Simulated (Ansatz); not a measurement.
Relaxation of a periodic cell of 25 atoms, LiSi8O16 (host SiO2, host structure P4_2/mnm, interstitial Li), to a largest force component of 0.03 eV/Å in at most 60 steps.

All numbers below come from Ansatz 0.2.0, DFT PBE, scalar-relativistic, plane waves, PAW. Settings: cutoff 420 eV, k mesh 2x2x3, gaussian smearing 0.02 eV, spin collinear.

```xyz
25
Lattice="-4.1520 -4.1520 0.0000 4.1520 -4.1520 0.0000 0.0000 0.0000 5.3180" Properties=species:S:1:pos:R:3
Si 0.000 -4.152 0.000
Si 2.076 -2.076 1.329
O 1.279 -2.873 0.000
O 0.797 -0.797 1.329
O -1.279 -5.431 0.000
O 3.355 -3.355 1.329
Si 0.000 -4.152 2.659
Si 2.076 -2.076 3.989
O 1.279 -2.873 2.659
O 0.797 -0.797 3.989
O -1.279 -5.431 2.659
O 3.355 -3.355 3.989
Si 0.000 0.000 0.000
Si -2.076 -2.076 1.329
O -2.873 -2.873 0.000
O 0.797 -4.949 1.329
O -1.279 -1.279 0.000
O -0.797 -3.355 1.329
Si 0.000 0.000 2.659
Si -2.076 -2.076 3.989
O -2.873 -2.873 2.659
O 0.797 -4.949 3.989
O -1.279 -1.279 2.659
O -0.797 -3.355 3.989
Li 0.032 -6.168 2.070
```

Task: Where does it end, and by what steps?

Result: The run converged. Limits of this set-up: coarse k mesh, a small cell, in which the defect meets its images. After 7 steps the energy has fallen by 1.056 eV; Li25 moved furthest, 0.57 Å.

```
step  energy less start (eV)  largest force component (eV/Å)  accepted
   0                  0.0000                           3.642       yes
   1                 -0.4697                           2.526       yes
   2                 -0.8964                           0.351       yes
   3                 -0.9421                           0.398       yes
   4                 -0.9971                           0.387       yes
   5                 -1.0553                           0.059       yes
   6                 -1.0553                           0.059       yes
   7                 -1.0561                           0.012       yes
```

```xyz
25
Lattice="-4.1520 -4.1520 0.0000 4.1520 -4.1520 0.0000 0.0000 0.0000 5.3180" Properties=species:S:1:pos:R:3
Si 0.015 -4.187 -0.024
Si 2.040 -2.061 1.285
O 1.321 -2.961 -0.023
O 0.755 -0.866 1.267
O -1.300 -5.385 -0.023
O 3.391 -3.275 1.345
Si -0.007 -4.015 2.636
Si 2.040 -2.061 3.986
O 1.290 -2.889 2.635
O 0.755 -0.866 4.004
O -1.400 -5.296 2.635
O 3.391 -3.275 3.926
Si -0.013 0.039 -0.024
Si -2.037 -2.086 1.285
O -2.850 -2.914 -0.023
O 0.764 -5.024 1.345
O -1.318 -1.186 -0.023
O -0.752 -3.281 1.267
Si 0.010 -0.133 2.636
Si -2.037 -2.086 3.985
O -2.750 -3.003 2.635
O 0.764 -5.024 3.926
O -1.287 -1.258 2.635
O -0.752 -3.281 4.004
Li 0.001 -6.226 2.635
```

Time of the run: 96 s on 2 threads of Intel(R) Xeon(R) Platinum 8259CL CPU @ 2.50GHz (Skylake/Cascade Lake), on a shared host, peak memory 0.8 GiB.
